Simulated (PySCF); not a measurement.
# A gas-phase reaction: H8O2SSi3 + H6N2Si → H11NO2SSi4 + H3N, part 2 of 2

PySCF 2.14.0. Atoms count from 0, parts from 1. The steps go on from the part before.

### 5 Reaction energy: SCAN-D3(BJ)/6-31G

Job settings and geometry (Å):

```
{"job": {"kind": "react", "xc": "SCAN", "basis": "6-31G", "disp": "d3bj"}, "charge": 0, "multiplicity": 1}
-1 H8O2SSi3 charge 0 multiplicity 1
Si    -0.438900    -0.915720    -2.144970
O     -0.247340     0.524430    -1.410010
Si     0.267600     1.355470    -0.137590
S      2.391070     1.507600    -0.285310
O     -0.079090     0.634720     1.259920
Si    -0.557020    -0.697610     2.062320
H      0.875200    -1.529640    -2.319640
H     -1.071220    -0.530300    -3.401210
H     -1.296990    -1.734650    -1.287490
H     -0.415750     2.627860    -0.160600
H      2.598350     1.811990     0.986790
H     -1.952080    -0.948560     1.707220
H      0.303340    -1.815540     1.678230
H     -0.377170    -0.290040     3.452340

-1 H6N2Si charge 0 multiplicity 1
N     -1.000890    -0.084910    -1.014630
Si     0.307650     0.521920    -0.069740
N      0.534270    -0.706560     1.119170
H     -0.957170    -1.050850    -1.297930
H     -1.326120     0.477560    -1.783180
H     -0.161680     1.836560     0.386160
H      1.621740     0.643520    -0.714710
H     -0.287340    -1.062630     1.581320
H      1.269540    -0.574610     1.793540

+1 H11NO2SSi4 charge 0 multiplicity 1
N      0.797250     0.490150    -2.003250
Si     2.224810     0.551940    -1.050510
S      2.331810    -1.273210     0.093090
Si     0.474970    -1.321240     1.111310
O     -0.710250    -1.627070     0.059390
Si    -2.090000    -1.192490    -0.670160
O      0.210680     0.079990     1.862910
Si    -0.616700     1.468570     1.976710
H      0.626200     1.187970    -2.708010
H      0.440500    -0.405970    -2.296150
H      2.114260     1.715180    -0.177460
H      3.505000     0.508290    -1.753390
H      0.490210    -2.367280     2.105390
H     -2.040270    -1.939340    -1.927600
H     -3.186290    -1.615090     0.200240
H     -2.109500     0.254010    -0.887770
H     -2.008010     1.138130     2.287890
H      0.070130     2.152630     3.068200
H     -0.524810     2.194830     0.709150

+1 H3N charge 0 multiplicity 1
N      0.001490    -0.000630     0.275180
H     -0.567950    -0.753940    -0.090280
H     -0.369900     0.868780    -0.087930
H      0.936360    -0.114210    -0.096970
```

Method: SCAN-D3(BJ)/6-31G reaction energy of separated species, gas phase.

What it wrote:

```text
species 1 (H8O2SSi3)
coarse grid: 55688 points
cycle   1  E = -1421.5853475271  dE =  9.109e-01  |g| = 1.169e+00  |ddm| = 3.648e+00
cycle   2  E = -1420.7365998873  dE =  8.487e-01  |g| = 2.324e+00  |ddm| = 3.583e+00
cycle   3  E = -1421.8450761935  dE = -1.108e+00  |g| = 1.917e-01  |ddm| = 2.878e+00
cycle   4  E = -1421.8549376223  dE = -9.861e-03  |g| = 9.636e-02  |ddm| = 5.342e-01
cycle   5  E = -1421.8582805544  dE = -3.343e-03  |g| = 1.537e-02  |ddm| = 1.823e-01
cycle   6  E = -1421.8583557862  dE = -7.523e-05  |g| = 5.493e-03  |ddm| = 3.072e-02
cycle   7  E = -1421.8583601955  dE = -4.409e-06  |g| = 3.272e-03  |ddm| = 8.110e-03
cycle   8  E = -1421.8583624787  dE = -2.283e-06  |g| = 2.719e-04  |ddm| = 3.757e-03
final grid: 112920 points
cycle   9  E = -1421.8453140996  dE = -1.173e-04  |g| = 2.458e-02  |ddm| = 9.998e-02
cycle  10  E = -1421.8452316778  dE =  8.242e-05  |g| = 3.062e-02  |ddm| = 7.997e-02
cycle  11  E = -1421.8454945326  dE = -2.629e-04  |g| = 3.766e-03  |ddm| = 4.398e-02
cycle  12  E = -1421.8454979110  dE = -3.378e-06  |g| = 1.027e-03  |ddm| = 5.771e-03
cycle  13  E = -1421.8454982155  dE = -3.044e-07  |g| = 8.755e-05  |ddm| = 1.564e-03
cycle  14  E = -1421.8454982185  dE = -3.023e-09  |g| = 3.905e-05  |ddm| = 2.403e-04
cycle  15  E = -1421.8454982188  dE = -3.074e-10  |g| = 1.675e-05  |ddm| = 5.648e-05
converged SCF energy = -1421.8454982188

species 2 (H6N2Si)
coarse grid: 31488 points
cycle   1  E = -402.4275074999  dE =  2.023e-01  |g| = 6.737e-01  |ddm| = 2.592e+00
cycle   2  E = -402.2293359515  dE =  1.982e-01  |g| = 1.124e+00  |ddm| = 1.696e+00
cycle   3  E = -402.5263862873  dE = -2.971e-01  |g| = 4.176e-02  |ddm| = 1.227e+00
cycle   4  E = -402.5271104490  dE = -7.242e-04  |g| = 8.132e-03  |ddm| = 1.097e-01
cycle   5  E = -402.5271355397  dE = -2.509e-05  |g| = 1.793e-03  |ddm| = 1.605e-02
cycle   6  E = -402.5271358607  dE = -3.210e-07  |g| = 1.465e-03  |ddm| = 2.875e-03
final grid: 66144 points
cycle   7  E = -402.5120136519  dE = -6.407e-05  |g| = 1.138e-02  |ddm| = 4.232e-02
cycle   8  E = -402.5120041957  dE =  9.456e-06  |g| = 1.376e-02  |ddm| = 3.180e-02
cycle   9  E = -402.5120512236  dE = -4.703e-05  |g| = 2.802e-03  |ddm| = 1.613e-02
cycle  10  E = -402.5120533644  dE = -2.141e-06  |g| = 1.491e-04  |ddm| = 3.475e-03
cycle  11  E = -402.5120533667  dE = -2.382e-09  |g| = 1.250e-04  |ddm| = 2.751e-04
cycle  12  E = -402.5120533704  dE = -3.681e-09  |g| = 5.569e-06  |ddm| = 1.169e-04
cycle  13  E = -402.5120533704  dE = -1.182e-11  |g| = 9.645e-07  |ddm| = 1.273e-05
converged SCF energy = -402.5120533704

species 3 (H11NO2SSi4)
coarse grid: 74640 points
cycle   1  E = -1767.5785092903  dE =  1.155e+00  |g| = 1.257e+00  |ddm| = 4.246e+00
cycle   2  E = -1766.6428886704  dE =  9.356e-01  |g| = 2.444e+00  |ddm| = 3.787e+00
cycle   3  E = -1767.8814555166  dE = -1.239e+00  |g| = 2.311e-01  |ddm| = 3.035e+00
cycle   4  E = -1767.8948112003  dE = -1.336e-02  |g| = 1.212e-01  |ddm| = 6.012e-01
cycle   5  E = -1767.8992195724  dE = -4.408e-03  |g| = 2.585e-02  |ddm| = 1.988e-01
cycle   6  E = -1767.8994283815  dE = -2.088e-04  |g| = 7.144e-03  |ddm| = 4.910e-02
cycle   7  E = -1767.8994381246  dE = -9.743e-06  |g| = 3.280e-03  |ddm| = 1.206e-02
cycle   8  E = -1767.8994412538  dE = -3.129e-06  |g| = 4.572e-04  |ddm| = 5.501e-03
final grid: 151952 points
cycle   9  E = -1767.8747265590  dE = -1.125e-04  |g| = 3.014e-02  |ddm| = 1.160e-01
cycle  10  E = -1767.8744641948  dE =  2.624e-04  |g| = 4.231e-02  |ddm| = 1.053e-01
cycle  11  E = -1767.8749975788  dE = -5.334e-04  |g| = 4.751e-03  |ddm| = 6.539e-02
cycle  12  E = -1767.8750039766  dE = -6.398e-06  |g| = 1.127e-03  |ddm| = 7.278e-03
cycle  13  E = -1767.8750043360  dE = -3.595e-07  |g| = 1.701e-04  |ddm| = 1.776e-03
cycle  14  E = -1767.8750043420  dE = -5.997e-09  |g| = 1.032e-04  |ddm| = 3.042e-04
cycle  15  E = -1767.8750043441  dE = -2.100e-09  |g| = 1.882e-05  |ddm| = 1.186e-04
cycle  16  E = -1767.8750043442  dE = -8.231e-11  |g| = 4.941e-06  |ddm| = 3.157e-05
converged SCF energy = -1767.8750043442

species 4 (H3N)
coarse grid: 12536 points
cycle   1  E = -56.4583864576  dE = -4.859e-02  |g| = 4.318e-01  |ddm| = 1.463e+00
cycle   2  E = -56.4114504201  dE =  4.694e-02  |g| = 6.274e-01  |ddm| = 7.503e-01
cycle   3  E = -56.4996250190  dE = -8.817e-02  |g| = 7.107e-03  |ddm| = 4.616e-01
cycle   4  E = -56.4996459029  dE = -2.088e-05  |g| = 1.898e-03  |ddm| = 1.759e-02
cycle   5  E = -56.4996465924  dE = -6.894e-07  |g| = 2.934e-04  |ddm| = 1.518e-03
final grid: 27112 points
cycle   6  E = -56.4955745531  dE = -6.990e-06  |g| = 9.051e-03  |ddm| = 1.236e-02
cycle   7  E = -56.4955551345  dE =  1.942e-05  |g| = 1.309e-02  |ddm| = 1.628e-02
cycle   8  E = -56.4955929841  dE = -3.785e-05  |g| = 6.622e-05  |ddm| = 9.199e-03
cycle   9  E = -56.4955929851  dE = -9.605e-10  |g| = 8.255e-06  |ddm| = 4.811e-05
converged SCF energy = -56.4955929851

Reaction energy = -9.103 kcal/mol
```

It took 2.6 min on 1 thread of Intel Xeon at 2.50GHz, shared host; peak memory 0.45 GiB.

Reaction energy at this level: -9.10 kcal/mol.

### 6 Comparing the runs

Energies in kcal/mol, with wall time:

| run | reaction | time |
| --- | --- | --- |
| PBE0-D3(BJ)/def2-SVP | -7.37 | 75 s |
| PW6B95-D3(BJ)/def2-SVP | -6.57 | 1.8 min |
| wB97X-D3(BJ)/6-31G* | -9.70 | 75 s |
| SCAN-D3(BJ)/6-31G | -9.10 | 2.6 min |

### 7 Summary of results

This closing draws on all 2 parts.

```
                                                quantity                    value
                  reaction energy (PBE0-D3(BJ)/def2-SVP)           -7.37 kcal/mol
                     ΔH, ΔG at 298 K (xTB thermal terms)      -5.4, -3.2 kcal/mol
range of the reaction energy over the runs of this table  -9.70 to -6.57 kcal/mol
```

**Reading.** The reaction is exothermic by 5.4 kcal/mol in the gas phase; dispersion gives -3.25, and xTB itself gave -0.62 for the electronic energy (xTB energies and thermal terms come from the earlier relaxation of each species, not shown). No barrier was sought. The reaction energy runs from -9.70 (wB97X-D3(BJ)/6-31G*) to -6.57 kcal/mol (PW6B95-D3(BJ)/def2-SVP).
